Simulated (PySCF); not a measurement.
# C8H12B−: NMR shifts in solvents, part 2 of 2

PySCF 2.14.0. Atoms count from 0. The steps go on from the part before.

## (7) Nuclear shieldings: wB97X-D/pcSseg-1 in chloroform

Job settings and geometry (Å):

```
{"job": {"kind": "nmr", "xc": "wB97X-D", "basis": "pcSseg-1", "solvent": "chloroform", "pop": false}, "charge": -1, "multiplicity": 1}
C      1.450402    -1.391495    -2.074989
C      1.254715    -0.896776    -0.844171
B      0.048137     0.069138    -0.317407
C      0.708926     1.224357     0.617191
C      0.446465     2.538805     0.631022
C     -0.944879    -0.873467     0.563745
C     -1.369861    -0.698608     1.823139
C     -0.737228     0.725216    -1.574506
C     -2.056331     0.765303    -1.810043
H      0.764289    -1.146011    -2.896554
H      2.285636    -2.060851    -2.329251
H      1.993449    -1.209855    -0.083668
H      1.467019     0.885091     1.347497
H      0.943255     3.243278     1.314221
H     -0.298771     2.970030    -0.050506
H     -1.318476    -1.777934     0.052104
H     -1.057944     0.178976     2.404745
H     -2.049899    -1.399248     2.329785
H     -0.103494     1.221749    -2.331060
H     -2.766603     0.307884    -1.108404
H     -2.495102     1.254172    -2.692388
```

With the program's defaults for keys left out, this is: GIAO wB97X-D/pcSseg-1 NMR shielding, non-relativistic, IEF-PCM chloroform.

What it wrote:

```text
coarse grid: 17216 points
cycle   1  E = -336.6336153077  dE =  8.708e-01  |g| = 5.210e-01  |ddm| = 4.007e+00
cycle   2  E = -336.6724647339  dE = -3.885e-02  |g| = 4.399e-01  |ddm| = 1.119e+00
cycle   3  E = -336.7242749782  dE = -5.181e-02  |g| = 7.867e-02  |ddm| = 5.044e-01
cycle   4  E = -336.7257211882  dE = -1.446e-03  |g| = 3.563e-02  |ddm| = 7.995e-02
cycle   5  E = -336.7260608073  dE = -3.396e-04  |g| = 3.266e-03  |ddm| = 4.039e-02
cycle   6  E = -336.7260659675  dE = -5.160e-06  |g| = 1.877e-03  |ddm| = 7.117e-03
final grid: 165336 points
cycle   7  E = -336.7834551537  dE = -2.397e-04  |g| = 4.435e-03  |ddm| = 4.972e-02
cycle   8  E = -336.7834590743  dE = -3.921e-06  |g| = 3.153e-03  |ddm| = 1.013e-02
cycle   9  E = -336.7834613261  dE = -2.252e-06  |g| = 1.009e-03  |ddm| = 3.275e-03
cycle  10  E = -336.7834616127  dE = -2.866e-07  |g| = 3.115e-04  |ddm| = 1.549e-03
cycle  11  E = -336.7834616401  dE = -2.737e-08  |g| = 5.759e-05  |ddm| = 4.052e-04
cycle  12  E = -336.7834616419  dE = -1.804e-09  |g| = 2.892e-05  |ddm| = 1.749e-04
cycle  13  E = -336.7834616422  dE = -2.933e-10  |g| = 8.168e-06  |ddm| = 4.982e-05
converged SCF energy = -336.7834616422

GIAO shielding tensors (ppm)
atom      isotropic    diamagn.    paramagn.     s11        s22        s33       span
  0 C       67.694     254.652    -186.957    -47.124     93.074    157.133    204.257
  1 C        5.711     259.350    -253.639   -142.743      2.201    157.674    300.417
  2 B      120.190     176.413     -56.222    118.433    120.941    121.198      2.765
  3 C        8.199     259.013    -250.814   -136.654     -0.454    161.704    298.359
  4 C       65.025     255.211    -190.186    -52.497     90.421    157.151    209.648
  5 C        7.212     258.667    -251.456   -136.546      0.135    158.045    294.591
  6 C       64.670     255.826    -191.156    -53.011     89.567    157.453    210.463
  7 C        8.332     258.733    -250.401   -137.412     -3.783    166.193    303.605
  8 C       62.991     255.762    -192.771    -57.386     89.455    156.903    214.288
  9 H       26.417      32.677      -6.260     24.105     24.810     30.335      6.231
 10 H       26.225      29.333      -3.109     23.299     24.980     30.394      7.095
 11 H       24.644      33.281      -8.637     19.639     26.052     28.240      8.601
 12 H       24.533      33.767      -9.234     19.672     26.664     27.263      7.591
 13 H       26.090      29.897      -3.807     22.893     25.089     30.290      7.396
 14 H       26.430      33.027      -6.597     24.119     24.749     30.422      6.302
 15 H       24.877      33.698      -8.822     19.543     26.873     28.213      8.670
 16 H       26.394      33.555      -7.160     24.030     24.782     30.371      6.341
 17 H       26.097      30.155      -4.058     22.796     25.186     30.310      7.514
 18 H       24.512      33.334      -8.822     19.125     26.869     27.543      8.418
 19 H       26.383      33.601      -7.218     23.995     24.775     30.377      6.382
 20 H       25.953      29.525      -3.571     22.504     25.198     30.158      7.654
```

Wall time 2.2 min (1 thread of Intel Xeon at 2.50GHz, shared host); peak memory 1.2 GiB.

This run: δ C1 177.9, C0 120.2, B2 -18.1, H11 6.72, H10 5.27 ppm (means over like atoms).

## (8) Side by side: NMR shifts

Shifts (ppm), means over like atoms, with basis size and wall time (the measured row can stand on another reference than the computed rows):

| run | C1 | C0 | H11 | H10 | H9 | B2 | functions | time |
| --- | --- | --- | --- | --- | --- | --- | --- | --- |
| PBE0/pcSseg-1 in chloroform | 176.9 | 119.9 | 6.73 | 5.34 | 4.97 | -17.6 | 213 | 1.8 min |
| PBE0/pcSseg-1 in dimethylsulfoxide | 176.9 | 121.5 | 6.74 | 5.47 | 5.02 | -17.5 | 213 | 99 s |
| PBE0/pcSseg-1 in methanol | 176.9 | 121.4 | 6.74 | 5.46 | 5.01 | -17.5 | 213 | 94 s |
| WP04/pcSseg-1 in chloroform | 174.0 | 116.8 | 6.21 | 4.87 | 4.57 | -14.6 | 213 | 96 s |
| wB97X-D/pcSseg-1 in chloroform | 177.9 | 120.2 | 6.72 | 5.27 | 4.96 | -18.1 | 213 | 2.2 min |
| measured | – | – | – | – | – | -16.1 | – | – |

Measured: Macháček, Bühl, Fanfrlík, Hnyk, 11B NMR of BX3 and BX4-, J. Phys. Chem. A (author manuscript).

## (9) What came out

This closing draws on all 2 parts.

```
                                                                           quantity                  value
                                                                        point group                     C1
                                               rotational constants (main isotopes)   1.54, 1.24, 1.22 GHz
13C shifts against TMS (PBE0/pcSseg-1, chloroform, means over atoms taken as alike)       176.9, 119.9 ppm
 1H shifts against TMS (PBE0/pcSseg-1, chloroform, means over atoms taken as alike)   6.73, 5.34, 4.97 ppm
                            11B shifts against BF3·OEt2 (PBE0/pcSseg-1, chloroform)              -17.6 ppm
                                           measured, and computed on the same scale  B2 δ -16.1, -17.6 ppm
                range of the shift of C0 (with its like atoms) (PBE0/pcSseg-1 runs)     119.9 to 121.5 ppm
```

**Reading.** The start of the PBE0/def2-SVP relaxation was shaken at random by about 0.01 Å, so part of the energy gained, and of the first lengths quoted, undoes that. Over 8 steps the energy fell by 0.240 eV; of the close pairs, C3–H12 changed most, 1.044 to 1.106 Å. No frequency check was run at this level, so the end point may be a saddle. At PBE0/pcSseg-1: The widest tensor belongs to C1, C3, C5, C7: span 294 ppm, with a paramagnetic part of -250 ppm. The one measured 11B shift is missed by -1.5 ppm (computed less measured, unscaled). Vibration and temperature are missing from the calculation, and it holds one conformer, so part of the miss against the measured shifts is not the functional's. At one level, PBE0/pcSseg-1: In ppm, C0 (with its like atoms) moves most: its shift spreads over 1.6 ppm, from 119.9 (PBE0/pcSseg-1 in chloroform) to 121.5 (PBE0/pcSseg-1 in dimethylsulfoxide). Each shift counts from a reference computed in the same medium, and that reference moves with the solvent too, so shifts and shieldings show the solvent's effect differently.
